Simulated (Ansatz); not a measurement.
# Ag: an axial (c/a) deformation path

An exercise on one series of results from a longer session: the logs are not shown, and one member is left open.

This is Ag in the hcp structure; at room conditions it is fcc.

Computed with Ansatz 0.2.0 (DFT PBEsol, scalar-relativistic, plane waves, PAW, unless a step's input says otherwise).

## The structure to begin with

Symmetry: P6_3/mmc, No. 194, hexagonal system. The conventional cell has a = 2.930 Å, b = 2.930 Å, c = 4.790 Å, α = 90.00°, β = 90.00°, γ = 120.00°. Ag (site symmetry -6m2) is surrounded by 12 Ag at 2.93 Å.

Coordinates:

```
CELL_PARAMETERS angstrom
2.93000 0.00000 0.00000
-1.46500 2.53745 0.00000
0.00000 0.00000 4.79000
ATOMIC_POSITIONS crystal
Ag 0.33333 0.66667 0.25000
Ag 0.66667 0.33333 0.75000
```

No relaxation comes first: the listed cell is the starting point.

## The reference cell

Reference values: F = -15044.4400 eV; pressure -6.38 GPa; largest force 0.000 eV/Å; gap on the mesh none (metal). It was computed beforehand with the settings of the runs below.

Set-up of the first run:

At fixed volume and fractional coordinates, lengths along (0.000, 0.000, 1.000) are scaled against those across it; ρ is that ratio over its starting value.

File input.yaml:

```yaml
crystal:
  lattice:
    - [3.0931028461, 0.0, 0.0]
    - [-1.546551423, 2.6787056412, 0.0]
    - [0.0, 0.0, 4.2981489721]
  atoms:
    - { symbol: Ag, position: [0.3333333333, 0.6666666667, 0.25] }
    - { symbol: Ag, position: [0.6666666667, 0.3333333333, 0.75] }
basis:
  ecutwfc: 420
kpoints:
  mp_grid: { grid: [24, 24, 12] }
hamiltonian:
  xc: pbesol
scf:
  occupations: { method: gaussian, width: 0.15 }
output:
  forces: true
  stress: true
  eigenvalues: true
```

Started as:

```sh
ansatz run input.yaml --threads 1 --pin off --max-ram 2560MiB --backend cpu --events-out ev --progress --plain --runs-dir out
```

Steps of the session up to this table: ρ = 0.850; ρ = 1.200; Point ρ = 0.920; ρ = 1.100; Point ρ = 0.960; ρ = 1.050; ρ = 0.800; Point ρ = 1.300.

One of the session's tables, all rows but one given; the rest of the session is left out.

The scan, with free energies counted from the undisturbed cell:

```
    ρ  ΔE (meV/atom)  pressure (GPa)
0.800          126.1            -1.6
0.850           72.2            -3.6
0.920           22.5            -5.5
0.960              ?               ?
1.000            0.0            -6.4
1.050            5.8            -6.1
1.100           26.1            -5.3
1.200          103.2            -2.1
1.300          227.9             3.2
```

Q: Estimate the row for ρ = 0.960 from the others.

Worked estimate for «ΔE (meV/atom)». A straight line through the neighbours (0.920, 22.5) and (1.000, 0.0) gives 22.5 + (0.0 − 22.5) × (0.960 − 0.920) / (1.000 − 0.920) = 11.3; a parabola fitted to 4 rows on both sides gives 6.6.

As computed: ΔE (meV/atom): 6.6; pressure (GPa): -6.2. In «ΔE (meV/atom)» the line misses by +4.7 and the parabola by 0.0.
